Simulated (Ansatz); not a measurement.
# H10SO4: the cost of one run

All numbers below are computed with Ansatz 0.2.0 (DFT PBE, plane waves, PAW, scalar-relativistic, no spin polarisation).

## Step 1: The starting structure

The cell holds 15 atoms (H10O4S): a = 6.162 Å, b = 6.162 Å, c = 6.162 Å, α = 90.00°, β = 90.00°, γ = 90.00°.

Coordinates:

```xyz
15
Lattice="6.1622 0.0000 0.0000 0.0000 6.1622 0.0000 0.0000 0.0000 6.1622" Properties=species:S:1:pos:R:3 pbc="T T T"
O     4.0356    4.6379    0.4059
H     3.6937    5.3060   -0.2064
H     4.0502    3.8243   -0.1195
O     0.2258    0.1790    0.5587
H    -0.1084    1.0680    0.3689
H     0.0198   -0.3248   -0.2425
O     0.4233    3.5028    4.7274
H     0.2488    3.1217    3.8542
H    -0.2622    3.1171    5.2926
O     0.9782    0.6803    3.5114
H     0.9099    1.1280    2.6552
H     0.1988    0.1058    3.5382
S     4.0246    0.3504    3.8916
H     3.6801    1.5920    3.5257
H     3.9380   -0.1257    2.6426
```

## Step 2: Preparing the start

input.yaml

```yaml
crystal:
  lattice:
    - [6.16224, 0.0, 0.0]
    - [0.0, 6.16224, 0.0]
    - [0.0, 0.0, 6.16224]
  atoms:
    - { symbol: O, position: [0.6548842, 0.752637, 0.0658618] }
    - { symbol: H, position: [0.5994114, 0.8610563, -0.0335] }
    - { symbol: H, position: [0.657265, 0.620606, -0.0193844] }
    - { symbol: O, position: [0.0366497, 0.0290417, 0.0906684] }
    - { symbol: H, position: [-0.017586, 0.173315, 0.0598712] }
    - { symbol: H, position: [0.0032148, -0.0527063, -0.0393475] }
    - { symbol: O, position: [0.0686922, 0.5684257, 0.7671575] }
    - { symbol: H, position: [0.0403796, 0.5065809, 0.6254594] }
    - { symbol: H, position: [-0.0425436, 0.5058311, 0.8588813] }
    - { symbol: O, position: [0.15874, 0.1103931, 0.5698235] }
    - { symbol: H, position: [0.1476567, 0.1830461, 0.4308867] }
    - { symbol: H, position: [0.0322678, 0.01717, 0.5741806] }
    - { symbol: S, position: [0.6531118, 0.0568567, 0.6315185] }
    - { symbol: H, position: [0.5971939, 0.2583408, 0.572143] }
    - { symbol: H, position: [0.6390493, -0.0204, 0.4288321] }
basis:
  ecutwfc: 420.0
kpoints:
  mp_grid: { grid: [1, 1, 1] }
hamiltonian:
  xc: pbe
scf:
  occupations: { method: fermi_dirac, width: 0.02 }
  lower_state_search: "off"
relax:
  f_tol: 0.3
  max_steps: 15
  adjacent_minimum: "off"
```

Started as:

```bash
> ansatz run input.yaml --threads 1 --pin off --max-ram 3072MiB --backend cpu --events-out ev --progress --plain --runs-dir out
```

**Question.** How long does this run take on 1 thread of Arm Neoverse V2, shared host, and how much memory does it need?

About 16 s, with a peak of 0.33 GiB.
